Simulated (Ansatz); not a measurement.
# F3HSTi: one species, many methods

One table from this session's results is given with a row withheld; the runs are named, their logs left out.

Program: Ansatz 0.2.0, Gaussian basis. Level of theory: functionals in def2-TZVPP, the program's frozen cores in correlated methods. These are calculated values, not measurements.

Levels to be run: LDA (SPW92), PBE-D4, revPBE-D4, BLYP-D4, r2SCAN-D4, B97M-V, PBE0-D4, B3LYP-D4, r2SCANh-D4, r2SCAN0-D4, HSE06-D4, BHLYP-D4, CAM-B3LYP-D4, LC-ωPBE, ωB97X-V, ωB97M-V, B2PLYP, PBE-QIDH; CCSD(T)/def2-SVP; CCSD(T)/def2-TZVPP; MP2/def2-QZVPP; extrapolation to the limit; RPA on PBE.

**Structure used throughout**

An earlier PBE0-D4 in a triple-zeta def2 set relaxation fixed the geometry.

6 atoms, charge 0, spin multiplicity 1.

Atoms are counted from 1 here; the program's logs count them from 0.

Bond lengths: F1–Ti2 1.744 Å, Ti2–F3 1.738 Å, Ti2–F4 1.744 Å, Ti2–S5 2.273 Å, S5–H6 1.349 Å. Angles: F1–Ti2–F3 112.2°, F1–Ti2–F4 107.8°, F1–Ti2–S5 109.5°, F3–Ti2–F4 112.1°, F3–Ti2–S5 105.7°, F4–Ti2–S5 109.6°, Ti2–S5–H6 90.7°.

Geometry (Å):

```mol
F3HSTi
  3D, bonds by distance, orders not assigned

  6  5  0  0  0  0  0  0  0  0999 V2000
   -0.6024   -0.8110    1.5731 F   0  0
    0.2666   -0.4697    0.0995 Ti  0  0
    1.9651   -0.8052    0.2476 F   0  0
   -0.4747   -1.3928   -1.1817 F   0  0
    0.1166    1.7481   -0.3752 S   0  0
   -1.2293    1.6667   -0.4096 H   0  0
  1  2  8  0
  2  3  8  0
  2  4  8  0
  2  5  8  0
  5  6  8  0
M  END
```

The first run:

in.yaml reads:

```yaml
crystal:
  periodic: [false, false, false]
  atoms:
    - {symbol: F, position_ang: [-0.602407, -0.810958, 1.573063]}
    - {symbol: Ti, position_ang: [0.266618, -0.469749, 0.099535]}
    - {symbol: F, position_ang: [1.965139, -0.805166, 0.247586]}
    - {symbol: F, position_ang: [-0.474670, -1.392847, -1.181675]}
    - {symbol: S, position_ang: [0.116597, 1.748065, -0.375175]}
    - {symbol: H, position_ang: [-1.229277, 1.666655, -0.409635]}
basis:
  gaussian: {orbitals: def2-TZVPP}
hamiltonian: {xc: lda}
output: {orbitals: {seedname: orbitals}}
```

Command:

```
> ansatz run in.yaml --threads 4 --pin off --events-out ev --progress --plain --max-ram 10444MiB
```

Steps of the session up to this table: LDA; PBE-D4 (GGA); revPBE-D4 (GGA); BLYP-D4 (GGA); r2SCAN-D4 (meta-GGA); B97M-V (meta-GGA); B3LYP-D4 (hybrid); r2SCANh-D4 (hybrid); r2SCAN0-D4 (hybrid); HSE06-D4 (hybrid); BHLYP-D4 (hybrid); CAM-B3LYP-D4 (range-separated); LC-ωPBE (range-separated); ωB97X-V (range-separated); ωB97M-V (range-separated); B2PLYP (double hybrid); PBE-QIDH (double hybrid).

One table of the session follows, with a row left open; its other results are not shown here.

It belongs to the step «Frontier levels by functional». 

```
  functional  HOMO (eV)  LUMO (eV)  gap (eV)
 LDA (SPW92)      -7.35      -4.40      2.94
      PBE-D4      -7.15      -4.11      3.04
   revPBE-D4          ?          ?         ?
     BLYP-D4      -7.01      -4.03      2.98
   r2SCAN-D4      -7.46      -4.07      3.40
      B97M-V      -7.52      -4.05      3.47
     PBE0-D4      -8.42      -3.17      5.25
    B3LYP-D4      -8.18      -3.45      4.73
  r2SCANh-D4      -7.93      -3.70      4.23
  r2SCAN0-D4      -8.63      -3.13      5.50
    HSE06-D4      -8.02      -3.55      4.47
    BHLYP-D4      -9.54      -2.05      7.49
CAM-B3LYP-D4      -9.73      -2.05      7.68
     LC-ωPBE     -11.06      -0.86     10.20
     ωB97X-V     -10.71      -0.87      9.84
     ωB97M-V     -10.56      -0.86      9.70
```

Estimate the missing values for revPBE-D4.

As computed: HOMO (eV): -7.08; LUMO (eV): -4.01; gap (eV): 3.07. In the column «HOMO (eV)» it lies between PBE-D4 (-7.15) and BLYP-D4 (-7.01).
